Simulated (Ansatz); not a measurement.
# AlRh: from the start to rest

The start is AlRh, a borrowed structure type, volume estimated. Where does it settle when we relax cell and atoms, and what is it like there?

Method: DFT, r2SCAN, no spin polarisation, plane waves, PAW, in Ansatz 0.2.0.

## Step 1: The system as given

It takes space group P-6m2 (No. 187, hexagonal). Conventional cell: a = 3.033 Å, b = 3.033 Å, c = 2.958 Å, α = 90.00°, β = 90.00°, γ = 120.00°. Rh (site symmetry -6m2) has 6 Al at 2.29 Å as nearest neighbours. Al (site symmetry -6m2) is surrounded by 6 Rh at 2.29 Å.

In its conventional cell, by symmetry (the run takes the cell typed in the input):

```cif
data_structure
_symmetry_space_group_name_H-M 'P-6m2'
_symmetry_Int_Tables_number 187
_cell_length_a 3.0328
_cell_length_b 3.0328
_cell_length_c 2.9581
_cell_angle_alpha 90.000
_cell_angle_beta 90.000
_cell_angle_gamma 120.000
_cell_volume 23.56
loop_
_atom_site_label
_atom_site_type_symbol
_atom_site_symmetry_multiplicity
_atom_site_Wyckoff_symbol
_atom_site_fract_x
_atom_site_fract_y
_atom_site_fract_z
_atom_site_occupancy
Rh1 Rh 1 a 0.00000 0.00000 0.00000 1
Al1 Al 1 f 0.66667 0.33333 0.50000 1
```

It starts from an earlier solution of the starting cell (checkpoint.read).

## Step 2: Relaxing

The input, input.yaml:

```yaml
crystal:
  lattice:
    - [3.03283741, 0.0, 0.0]
    - [-1.5164187, 2.62651751, 0.0]
    - [0.0, 0.0, 2.95807505]
  atoms:
    - { symbol: Rh, position: [0.0, 0.0, 0.0] }
    - { symbol: Al, position: [0.66667, 0.33333, 0.5] }
  symmetry: { tolerance: 0.0003 }
kpoints:
  mp_grid: { grid: [12, 12, 10], shift: [0, 0, 0] }
magnetization:
  spin_polarized: false
scf:
  occupations: { method: fermi_dirac, width: 0.05 }
  lower_state_search: "off"
hamiltonian:
  pseudopotentials: { kind: paw }
  xc: r2scan
basis:
  ecutwfc: 500
  fft_grid_basis: typed
relax:
  max_steps: 80
  cell: { p_target: 0.0 }
  f_tol: 0.03
output:
  forces: true
  stress: true
  eigenvalues: true
  bader: true
  populations: true
  elf: true
  write_potential: true
  volumetric_format: npy
  dos:
    e_range: [-12, 8]
    de: 0.05
    projected: { site_lists: { Al: [Al], Rh: [Rh] } }
  write_density: true
checkpoint:
  read: saved_state
```

Started as:

```bash
$ ansatz run input.yaml --threads 2 --pin off --max-ram 2560MiB --backend cpu --events-out ev --progress --plain --runs-dir out
```

The log of the run:

```text
Warning: the atoms were moved onto the symmetric positions of the space group found under crystal.symmetry.tolerance 3.0e-4 (fractional; no operation is sought that the atoms, as they stand in a round, miss by more than twice it, and no atom is moved by as much as it), and the run uses the moved positions. Before a round's move an operation carried an atom to 1.52e-5 Å from where it should land, the largest such distance. Atom 1 (counting from 0) moved farthest, by 1.75e-5 Å; the longest move in fractions of the cell, of whichever atom, is 0.01 of the tolerance, in 1 round. To run the atoms as typed, lower crystal.symmetry.tolerance until the operations that they miss are no longer found, or set crystal.symmetry.detect: false (a key that needs symmetry detection or time reversal refuses this as the deck is read). The positions used, in the order of the run's atom list: position: [5.5510939473021013e-17, -1.8503646491007004e-17, 0.0]; position: [0.6666666666666667, 0.3333333333333333, 0.5]; The lattice was moved too: crystal.lattice misses the space group found at crystal.symmetry.tolerance 3.0e-4 in a digit that the deck types, which is why this is a warning: making the lattice exact moves one of its numbers by a whole unit of that number's last typed decimal, or more. The operation that it misses by the most changes a squared length by the fraction 2.16e-6. The run uses the lattice that is a stretch of the typed one, with no rotation, onto the one that keeps every operation to a double's rounding (on a very oblique basis the stretch itself rounds by more); the deck's lattice vector that moved farthest moved by 1.89e-6 Å. To run the lattice as typed, set crystal.symmetry.tolerance under 3.80e-9, the least fraction by which an operation that the lattice misses changes a squared length (the same key also sets how far an atom may lie from its image, so lowering it can lose operations that the atoms keep only within it), or set crystal.symmetry.detect: false, as for the atoms. crystal.lattice made exact, in Å and degrees: [[3.0328392964303523, -2.8867513819728693e-9, 0.0], [-1.5164196457151762, 2.6265158777477846, 0.0], [0.0, 0.0, 2.95807505]]. Pasted over the deck's crystal.lattice, beside positions in fractional coordinates, it runs the same cell (given as lengths and angles, that cell in the form's own orientation, a rigid turn of the misfit's size from the one run here, for which a checkpoint.post_process_only pass over this run's state can be refused: where this run relaxes nothing, give such a pass this deck's own crystal.lattice, as typed; behind a relaxation, as crystal.lattice, the state's own cell, identity.cell in its checkpoint.json), and a matrix so pasted ends this notice, except on a very skew basis of the lattice, where the rounding of the pasted numbers themselves can read as a misfit: the cell is then moved again, and that move is told again. The lattice as run is in this notice's lattice.as_run_ang field (Run.prep()["deck_notices"] in Python, the deck_notice line of an events file, deck_notices of ansatz run --dry-run=json, or deck_notices in record.json in the deck's checkpoint.write directory).
Warning: RAYON_NUM_THREADS=2 ignored (pool sized by the plan → 2); use --threads N
Engine: ansatz 0.2.0, x86_64-unknown-linux-gnu
Pseudopotentials: kind: paw
Pseudopotential: Rh, paw, valence charge 17, recommended cutoff 500 eV (meta_gga), Rh.paw.azcp
Pseudopotential: Al, paw, valence charge 3, recommended cutoff 500 eV (meta_gga), Al.paw.azcp
Functional definition: r2SCAN
  parameter k0 = 0.174
  parameter k1 = 0.065
  parameter a1 = 4.9479
  exchange = r2scan_x(k0 = k0, k1 = k1, a1 = a1)
  correlation = r2scan_c
Crystal: 2 atoms, lattice volume = 23.563 Å³
Basis set: ecut = 500 eV, 611 PW (Γ), exchange–correlation on 96×96×96 points (64 copies of the dense FFT grid, shifted against one another)
Bands: 14, of which v1, the nominal top of the filled ones, is band 10 counted from 1 (9 counted from 0)
Symmetry: 12 space group operations
Space group: P-6m2 (ITA 187), of the structure as read, at distance tolerance 8.6e-4 Å
k-points: 114 of 1440 (time reversal used)
Non-local potential: Rh, projectors of the file, l = 0: 3, l = 1: 2, l = 2: 2, l = 3: 1
Non-local potential: Al, projectors of the file, l = 0: 2, l = 1: 2, l = 2: 1
PAW form: soft (Blöchl's): semilocal exchange-correlation on the pseudo side does not see the compensation charge
PAW frozen core: Rh, regenerated for the run's functional (the file was generated under x = pbe(κ = 0.804, μ = 0.2195149727645171), c = pbe(β = 0.06672455060314922))
PAW frozen core: Al, regenerated for the run's functional (the file was generated under x = pbe(κ = 0.804, μ = 0.2195149727645171), c = pbe(β = 0.06672455060314922))
PAW one-centre angular grid: Rh, 590 points (default); XC on 160 Gauss nodes
PAW one-centre angular grid: Al, 302 points (default); XC on 160 Gauss nodes
Initial density: read from a saved state, or passed on in memory by an earlier SCF of this step, an earlier step, the calling program or the single point that the run made first
Initial wavefunctions: pseudopotential atomic-orbital guess
Functional: x = r2scan, c = r2scan; τ floored in thin density (d = 2e-4 eV/Å³)
iter 1 solved again at ethr=8.57e-6 eV; its pass at ethr=3.10e-3 eV (dr2=1.71e-3 eV) is discarded
SCF iter   1: F=-6956.159302 eV  HF=-6956.157599 eV  |F-HF|=1.70e-3  |Δ(HF+E_count)|=         —  Δρ=4.75e-3  dr2=1.74e-3  dr2_τ=3.11e-4  ethr=8.57e-6  ⟨swp⟩=2.0  Hψ=12597  notcnv=0
preconditioner: auto → none  [metal: Δε(μ)=0.060 eV  Ē_g=11.272 eV  σ=0.050 eV  W_gap=0.29  n_scr=8 (ndim 8)  ℏωp=26.5 eV  f_vac=0.000  D(μ)=0.61/eV (n_scr^D=2)]
SCF iter   2: F=-6956.159522 eV  HF=-6956.159098 eV  |F-HF|=4.24e-4  |Δ(HF+E_count)|=   1.50e-3  Δρ=2.23e-3  dr2=3.63e-4  dr2_τ=6.77e-5  ethr=8.57e-6  ⟨swp⟩=2.3  Hψ=2738  notcnv=0
SCF iter   3: F=-6956.159400 eV  HF=-6956.159641 eV  |F-HF|=2.41e-4  |Δ(HF+E_count)|=   5.43e-4  Δρ=1.13e-3  dr2=3.07e-4  dr2_τ=2.69e-5  ethr=1.81e-6  ⟨swp⟩=2.1  Hψ=2948  notcnv=0
SCF iter   4: F=-6956.159581 eV  HF=-6956.159580 eV  |F-HF|=1.39e-6  |Δ(HF+E_count)|=   6.12e-5  Δρ=2.43e-4  dr2=5.35e-6  dr2_τ=7.34e-7  ethr=1.54e-6  ⟨swp⟩=2.1  Hψ=2641  notcnv=0
SCF iter   5: F=-6956.159583 eV  HF=-6956.159583 eV  |F-HF|=1.57e-7  |Δ(HF+E_count)|=   3.22e-6  Δρ=3.28e-5  dr2=8.33e-8  dr2_τ=2.50e-8  ethr=5.00e-10  ⟨swp⟩=7.9  Hψ=12224  notcnv=0
SCF iter   6: F=-6956.159583 eV  HF=-6956.159583 eV  |F-HF|=9.77e-9  |Δ(HF+E_count)|=   1.81e-7  Δρ=7.66e-6  dr2=3.61e-9  dr2_τ=1.77e-9  ethr=4.17e-10  ⟨swp⟩=5.9  Hψ=9527  notcnv=0
SCF 1 converged in 6 iterations: F = -6956.159583 eV  dr2 = 3.61e-9
relax step   1: F+E_penalty+E_count = -6956.15958348 eV  Δ(F+E_penalty+E_count) = +0.000e0 eV  max|allowed force component| = 5.089e-17 eV/Å  Δτ_max = 0.0000 Å  P = +63.210 GPa  Ω = 23.563 Å³  (6 SCF iters, dr2 threshold 1.00e-7 eV, accepted)
Crystal: 2 atoms, lattice volume = 26.481 Å³
Basis set: ecut = 500 eV, 671 PW (Γ), exchange–correlation on 96×96×96 points (64 copies of the dense FFT grid, shifted against one another)
Initial density: handed on by an earlier stage of this run
Initial wavefunctions: those handed on with the density
iter 1 solved again at ethr=3.12e-4 eV; its pass at ethr=3.10e-3 eV (dr2=6.23e-2 eV) is discarded
SCF iter   1: F=-6956.876760 eV  HF=-6956.495790 eV  |F-HF|=3.81e-1  |Δ(HF+E_count)|=         —  Δρ=1.47e-2  dr2=6.16e-2  dr2_τ=4.67e-1  ethr=3.12e-4  ⟨swp⟩=1.0  Hψ=11457  notcnv=0
preconditioner: auto → none  [metal: Δε(μ)=0.053 eV  Ē_g=10.105 eV  σ=0.050 eV  W_gap=0.25  n_scr=8 (ndim 8)  ℏωp=25.0 eV  f_vac=0.000  D(μ)=0.54/eV (n_scr^D=0)]
SCF iter   2: F=-6956.869775 eV  HF=-6956.958620 eV  |F-HF|=8.88e-2  |Δ(HF+E_count)|=   4.63e-1  Δρ=1.92e-2  dr2=1.07e-1  dr2_τ=1.07e-2  ethr=3.08e-4  ⟨swp⟩=2.7  Hψ=3746  notcnv=0
SCF iter   3: F=-6956.931555 eV  HF=-6956.937118 eV  |F-HF|=5.56e-3  |Δ(HF+E_count)|=   2.15e-2  Δρ=6.38e-3  dr2=8.74e-3  dr2_τ=4.36e-4  ethr=3.08e-4  ⟨swp⟩=2.2  Hψ=3440  notcnv=0
SCF iter   4: F=-6956.933533 eV  HF=-6956.936718 eV  |F-HF|=3.18e-3  |Δ(HF+E_count)|=   4.00e-4  Δρ=3.90e-3  dr2=3.91e-3  dr2_τ=2.17e-4  ethr=4.37e-5  ⟨swp⟩=2.0  Hψ=3466  notcnv=0
SCF iter   5: F=-6956.935108 eV  HF=-6956.936160 eV  |F-HF|=1.05e-3  |Δ(HF+E_count)|=   5.58e-4  Δρ=2.32e-3  dr2=1.34e-3  dr2_τ=5.03e-5  ethr=1.95e-5  ⟨swp⟩=1.0  Hψ=2060  notcnv=0
SCF iter   6: F=-6956.935822 eV  HF=-6956.935912 eV  |F-HF|=8.94e-5  |Δ(HF+E_count)|=   2.48e-4  Δρ=7.21e-4  dr2=1.24e-4  dr2_τ=4.85e-6  ethr=6.70e-6  ⟨swp⟩=2.1  Hψ=2664  notcnv=0
SCF iter   7: F=-6956.935887 eV  HF=-6956.935892 eV  |F-HF|=4.84e-6  |Δ(HF+E_count)|=   2.03e-5  Δρ=1.74e-4  dr2=6.80e-6  dr2_τ=2.98e-7  ethr=6.18e-7  ⟨swp⟩=2.3  Hψ=2438  notcnv=0
SCF iter   8: F=-6956.935890 eV  HF=-6956.935891 eV  |F-HF|=3.23e-7  |Δ(HF+E_count)|=   9.73e-7  Δρ=4.61e-5  dr2=4.63e-7  dr2_τ=2.28e-8  ethr=3.40e-8  ⟨swp⟩=2.2  Hψ=2718  notcnv=0
SCF iter   9: F=-6956.935891 eV  HF=-6956.935891 eV  |F-HF|=9.04e-9  |Δ(HF+E_count)|=   6.52e-8  Δρ=7.59e-6  dr2=1.29e-8  dr2_τ=8.23e-10  ethr=1.00e-9  ⟨swp⟩=9.4  Hψ=10856  notcnv=0
SCF 2 converged in 9 iterations: F = -6956.935891 eV  dr2 = 1.29e-8
relax step   2: F+E_penalty+E_count = -6956.93589055 eV  Δ(F+E_penalty+E_count) = -7.763e-1 eV  max|allowed force component| = 1.156e-17 eV/Å  Δτ_max = 0.0000 Å  P = +23.549 GPa  Ω = 26.481 Å³  energy of the carried Pulay correction = -5.942e-4 eV  (9 SCF iters, dr2 threshold 2.00e-7 eV, accepted)
Crystal: 2 atoms, lattice volume = 28.382 Å³
Basis set: ecut = 500 eV, 725 PW (Γ), exchange–correlation on 96×96×96 points (64 copies of the dense FFT grid, shifted against one another)
iter 1 solved again at ethr=1.26e-4 eV; its pass at ethr=3.10e-3 eV (dr2=2.51e-2 eV) is discarded
SCF iter   1: F=-6957.117802 eV  HF=-6956.967531 eV  |F-HF|=1.50e-1  |Δ(HF+E_count)|=         —  Δρ=9.27e-3  dr2=2.51e-2  dr2_τ=1.79e-1  ethr=1.26e-4  ⟨swp⟩=1.0  Hψ=11420  notcnv=0
preconditioner: auto → none  [metal: Δε(μ)=0.005 eV  Ē_g=9.510 eV  σ=0.050 eV  W_gap=0.03  n_scr=8 (ndim 8)  ℏωp=24.1 eV  f_vac=0.000  D(μ)=0.71/eV (n_scr^D=2)]
```

(Part 1 of 2 ends here.)
